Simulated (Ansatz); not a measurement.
# Dy2BiP3: the cost of one run

Method: DFT PBE, scalar-relativistic, plane waves, PAW; 4f electrons in the core of a trivalent norm-conserving potential, in Ansatz 0.2.0.

## Step 1: The starting structure

It takes space group P6/mmm (No. 191, hexagonal). The conventional cell has a = 4.844 Å, b = 4.844 Å, c = 7.606 Å, α = 90.00°, β = 90.00°, γ = 120.00°. Dy (site symmetry 6mm) is surrounded by 1 P at 1.63 Å. Around Bi (site symmetry 6/mmm) lie 2 Dy at 2.17 Å and 6 P at 2.80 Å. Around P (site symmetry -6m2) lie 3 P at 2.80 Å and 3 Bi at 2.80 Å. P (site symmetry 6/mmm) is surrounded by 2 Dy at 1.63 Å.

Structure file:

```
Dy Bi P
1.0
     4.84395    0.00000    0.00000
    -2.42198    4.19498    0.00000
     0.00000    0.00000    7.60644
Dy Bi P
2 1 3
Cartesian
  0.0000 0.0000 5.4320
  0.0000 0.0000 2.1744
  0.0000 0.0000 0.0000
  0.0000 2.7967 0.0000
  2.4220 1.3983 0.0000
  0.0000 0.0000 3.8032
```

A structure generator made this guess: random cell by space group and Wyckoff sites (P6/mmm, No. 191). Its size is a rough estimate.

## Step 2: Probe: one point on a coarse mesh

Contents of input.yaml:

```yaml
crystal:
  lattice:
    - [4.84395023, 0.0, 0.0]
    - [-2.42197512, 4.19498396, 0.0]
    - [0.0, 0.0, 7.60643603]
  atoms:
    - { symbol: Dy, position: [0.0, 0.0, 0.71413481] }
    - { symbol: Dy, position: [0.0, 0.0, 0.28586519] }
    - { symbol: Bi, position: [0.0, 0.0, 0.0] }
    - { symbol: P, position: [0.33333333, 0.66666667, 0.0] }
    - { symbol: P, position: [0.66666667, 0.33333333, 0.0] }
    - { symbol: P, position: [0.0, 0.0, 0.5] }
basis:
  ecutwfc: 630
kpoints:
  mp_grid: { grid: [6, 6, 2] }
hamiltonian:
  xc: pbe
  pseudopotentials:
    kind: paw
    azcp: { Dy: "pseudopotentials/pbe/nc/lanthanide_3plus/Dy.nc.azcp" }
scf:
  occupations: { method: gaussian, width: 0.1 }
  lower_state_search: "off"
output:
  forces: true
  stress: true
  eigenvalues: true
```

The run is started by

```sh
ansatz run input.yaml --threads 1 --pin off --max-ram 2560MiB --backend cpu --events-out ev --progress --plain --runs-dir out
```

Q: Estimate wall time and peak memory on 1 thread of Intel Xeon at 2.50GHz (Skylake/Cascade Lake), shared host.

About 27 s, with a peak of 0.49 GiB.
